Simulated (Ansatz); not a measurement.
# W(NH)2Br2 (H2WBr2N2): the relaxed shape and its frontier levels

What does W(NH)2Br2 (H2WBr2N2) look like as a singlet, and where do its frontier electrons sit?

Computed with Ansatz 0.2.0, Gaussian basis. Level: RKS PBE0-D4/def2-TZVP.

Plan: relaxation at PBE-D4/def2-SVP; a single point at PBE0-D4/def2-TZVP.

### Step 1. Where the work starts

7 atoms, charge 0, spin multiplicity 1.

Atoms are counted from 1 here; the program's logs count them from 0.

Bond lengths: W1–N2 1.779 Å, W1–N4 1.779 Å, W1–Br6 2.410 Å, W1–Br7 2.410 Å, N2–H3 1.022 Å, N4–H5 1.022 Å. Angles: N2–W1–N4 114.3°, N2–W1–Br6 108.7°, N2–W1–Br7 108.6°, N4–W1–Br6 108.8°, N4–W1–Br7 108.7°, Br6–W1–Br7 107.6°, W1–N2–H3 166.0°, W1–N4–H5 166.1°.

Formally the metal is d0. W takes a core potential in the def2 sets. No spin-orbit coupling is included.

The start is a GFN2-xTB geometry.

### Step 2. Optimising with PBE-D4/def2-SVP

in.yaml

```yaml
crystal:
  periodic: [false, false, false]
  atoms:
    - {symbol: W, position_ang: [-0.292230, 0.005390, -0.206400]}
    - {symbol: N, position_ang: [-0.362490, -0.015380, 1.571390]}
    - {symbol: H, position_ang: [-0.154960, -0.028430, 2.572220]}
    - {symbol: N, position_ang: [1.356790, 0.000590, -0.873420]}
    - {symbol: H, position_ang: [2.368500, -0.005050, -1.017480]}
    - {symbol: Br, position_ang: [-1.445940, 1.966460, -1.002250]}
    - {symbol: Br, position_ang: [-1.469670, -1.923580, -1.044060]}
basis:
  gaussian: {orbitals: def2-SVP}
hamiltonian: {xc: pbe, dispersion: d4}
scf: {lower_state_search: "off"}
output: {orbitals: {seedname: orbitals}}
relax: {f_tol: 0.02, max_steps: 100}
```

Run with:

```console
$ ansatz run in.yaml --threads 2 --pin off --events-out ev --progress --plain --max-ram 22528MiB --backend cpu
```

The runs that follow: Single point, PBE0-D4/def2-TZVP.

Q: Predict the results of all the runs planned. Wanted: point group; near neighbours of the metal; HOMO, LUMO at PBE0-D4/def2-TZVP; charge on the metal; dipole at PBE-D4/def2-SVP.

As calculated:

```
                                         quantity                               value
                                      point group                                 C2v
                     near neighbours of the metal  N 1.76, N 1.76, Br 2.45, Br 2.45 Å
                  HOMO, LUMO at PBE0-D4/def2-TZVP                     -8.08, -2.65 eV
charge on the metal (Mulliken, PBE0-D4/def2-TZVP)                             +1.16 e
                        dipole at PBE-D4/def2-SVP                              2.74 D
```

The molecule keeps its bonding pattern by the stored test; the atoms moved 0.18 Å (rms). The metal has 4 near neighbours by the distance rule, from 1.76 to 2.45 Å. The Mulliken charge of the metal, +1.16 e, depends on the basis and isn't its oxidation state. No usable vibrations, so a minimum isn't proven. Whether this spin is the lowest isn't tested here.
